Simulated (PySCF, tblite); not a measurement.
# C₃H₅BF₂S₂: geometry, infrared bands and NMR shifts

Aim: predict the infrared bands and NMR shifts of C₃H₅BF₂S₂ (`FB[C@@H]1SC[C@@H](F)S1`).

The runs use tblite 0.8.0 and PySCF 2.14.0, with density-fitted response routines of our own; the level of theory stands in each step. All values are computed, except where a source is named. Atoms count from 0, in the outputs and in this text.

### 1 The starting structure

13 atoms, charge 0, multiplicity 1; geometry from: force field or distance geometry start.

Bonds of the start (Å): F0–B1 1.45, B1–C2 1.58, C2–S3 1.83, S3–C4 1.81, C4–C5 1.50, C5–F6 1.37, C5–S7 1.84, S7–C2 1.83, B1–H8 1.19, C2–H9 1.09, C4–H10 1.10, C4–H11 1.12, C5–H12 1.11.

### 2 Optimising the geometry with GFN2-xTB

Job settings and geometry (Å):

```
{"job": {"kind": "relax", "xc": "GFN2-xTB", "basis": "xTB"}, "charge": 0, "multiplicity": 1}
F      2.474000     0.986800    -0.717000
B      2.010700    -0.164800     0.029600
C      0.967500     0.000600     1.201600
S     -0.287300    -1.311700     0.948200
C     -0.984700    -0.666000    -0.595000
C     -1.417100     0.724900    -0.237100
F     -2.648900     0.726800     0.353100
S     -0.126300     1.430900     0.864900
H      2.002400    -1.184600    -0.593200
H      1.378600     0.012200     2.208600
H     -1.781100    -1.304400    -1.008000
H     -0.126600    -0.579200    -1.311000
H     -1.465700     1.329000    -1.162600
```

Run with:

```sh
> OMP_NUM_THREADS=1 python probes_run.py task.json out
```

One launch serves the whole session: the jobs run in the order shown.

**Question.** This job is followed by: GFN2-xTB harmonic vibrations, gas phase; GIAO PBE0/pcSseg-1 NMR shielding, non-relativistic, gas phase. What will the session give for the following? strongest single infrared mode (GFN2-xTB); zero-point energy (GFN2-xTB); ¹³C shifts against TMS (PBE0/pcSseg-1); ¹H shifts against TMS (PBE0/pcSseg-1); ¹⁹F shifts against CFCl3 (PBE0/pcSseg-1); ¹¹B shifts against BF3·OEt2 (PBE0/pcSseg-1); ³³S shifts against CS2 (PBE0/pcSseg-1).

As calculated:

```
                                   quantity                             value
  strongest single infrared mode (GFN2-xTB)             1236 cm⁻¹, 303 km/mol
               zero-point energy (GFN2-xTB)                     50.5 kcal/mol
     ¹³C shifts against TMS (PBE0/pcSseg-1)             113.2, 59.3, 48.1 ppm
      ¹H shifts against TMS (PBE0/pcSseg-1)  6.38, 4.19, 3.63, 3.23, 3.02 ppm
   ¹⁹F shifts against CFCl3 (PBE0/pcSseg-1)                -160.5, -167.4 ppm
¹¹B shifts against BF3·OEt2 (PBE0/pcSseg-1)                           7.2 ppm
     ³³S shifts against CS2 (PBE0/pcSseg-1)                        62, 37 ppm
```

Relaxing lowered the energy by 0.983 eV in 138 steps; the close pair that moved most is F0–B1, from 1.449 to 1.332 Å. No mode is imaginary among the 33: a minimum at this level. The strongest single mode, at 1236 cm⁻¹, moves mainly B1. Unscaled tight-binding wavenumbers are off by several per cent, some by more. Its intensities can rank the bands wrongly. The most deshielded carbon is C5 (sp3 CH bonded to F and S), at 113.2 ppm: pulled downfield by the heteroatom. The most deshielded hydrogen is H12 (hydrogen on an sp3 CH bonded to F and S), at 6.38 ppm: its carbon carries F, which withdraws density. At PBE0/pcSseg-1: The largest span, 688 ppm, is at S7, where the paramagnetic term is -589 ppm.
